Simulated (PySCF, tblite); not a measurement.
**C₆H₅NO₂Si: geometry, infrared bands and NMR shifts**

What infrared bands and NMR shifts should C₆H₅NO₂Si (`O=CC#CC#C[SiH2]NC=O`) show?

Computed with tblite 0.8.0 and PySCF 2.14.0, with density-fitted response routines of our own, on a single molecule in the gas phase. Atoms are numbered from 0 throughout.

## Step 1: The molecule as given

15 atoms, charge 0, multiplicity 1; geometry from: force field or distance geometry start.

Bonds of the start (Å): O0–C1 1.21, C1–C2 1.43, C2–C3 1.21, C3–C4 1.53, C4–C5 1.20, C5–Si6 1.87, Si6–N7 1.73, N7–C8 1.36, C8–O9 1.22, C1–H10 1.11, Si6–H11 1.48, Si6–H12 1.47, N7–H13 1.02, C8–H14 1.11.

## Step 2: Geometry optimisation with GFN2-xTB

What the job is given:

```
{"job": {"kind": "relax", "xc": "GFN2-xTB", "basis": "xTB"}, "charge": 0, "multiplicity": 1}
O     -0.330700    -5.864500     0.140100
C      0.378200    -5.197500     0.864200
C      0.404300    -3.769000     0.803400
C      0.404300    -2.559400     0.729700
C      0.413700    -1.031600     0.663300
C      0.413900     0.167400     0.585300
Si     0.416700     2.034600     0.468400
N     -0.706700     2.503800    -0.759600
C     -0.920500     3.806300    -1.069400
O     -0.399900     4.785600    -0.558400
H      1.053700    -5.651000     1.620000
H     -0.023100     2.600200     1.768000
H      1.762900     2.503800     0.105600
H     -1.195300     1.754700    -1.242200
H     -1.675800     3.924600    -1.874200
```

Started as:

```
$ OMP_NUM_THREADS=1 python probes_run.py task.json out
```

One launch serves the whole session: the jobs run in the order shown.

**Question.** This job is followed by: GFN2-xTB harmonic vibrations, gas phase; GIAO PBE0/pcSseg-1 NMR shielding, non-relativistic, gas phase. What will the session give for the following? strongest single infrared mode (GFN2-xTB); zero-point energy (GFN2-xTB); ¹³C shifts against TMS (PBE0/pcSseg-1); ¹H shifts against TMS (PBE0/pcSseg-1, means over atoms taken as alike); ¹⁷O shifts against H2O (PBE0/pcSseg-1); ²⁹Si shifts against TMS (PBE0/pcSseg-1); ¹⁵N shifts against NH3 (PBE0/pcSseg-1).

**Answer**, as computed:

```
                                                              quantity                                      value
                             strongest single infrared mode (GFN2-xTB)                     1725 cm⁻¹, 1050 km/mol
                                          zero-point energy (GFN2-xTB)                              55.2 kcal/mol
                                ¹³C shifts against TMS (PBE0/pcSseg-1)  180.8, 169.5, 103.9, 97.2, 88.2, 76.1 ppm
¹H shifts against TMS (PBE0/pcSseg-1, means over atoms taken as alike)                 9.58, 8.45, 5.21, 4.64 ppm
                                ¹⁷O shifts against H2O (PBE0/pcSseg-1)                           771.7, 447.3 ppm
                               ²⁹Si shifts against TMS (PBE0/pcSseg-1)                                  -69.3 ppm
                                ¹⁵N shifts against NH3 (PBE0/pcSseg-1)                                  126.3 ppm
```

What this shows: Over 41 steps the energy fell by 0.683 eV; of the close pairs, C3–C4 changed most, 1.529 to 1.352 Å. No mode is imaginary among the 39: a minimum at this level. The strongest single mode, at 1725 cm⁻¹, moves mainly C8 and O9. Unscaled tight-binding wavenumbers are off by several per cent, some by more. Its intensities can rank the bands wrongly. The most deshielded carbon is C1 (aldehyde carbonyl carbon), at 180.8 ppm: the double bond to the heteroatom, with no lone-pair donor beside it, deshields it most. The most deshielded hydrogen is H10 (hydrogen on an aldehyde carbonyl carbon), at 9.58 ppm: the formyl region, downfield of aromatic protons. At PBE0/pcSseg-1: The widest tensor belongs to O0: span 1594 ppm, with a paramagnetic part of -834 ppm.
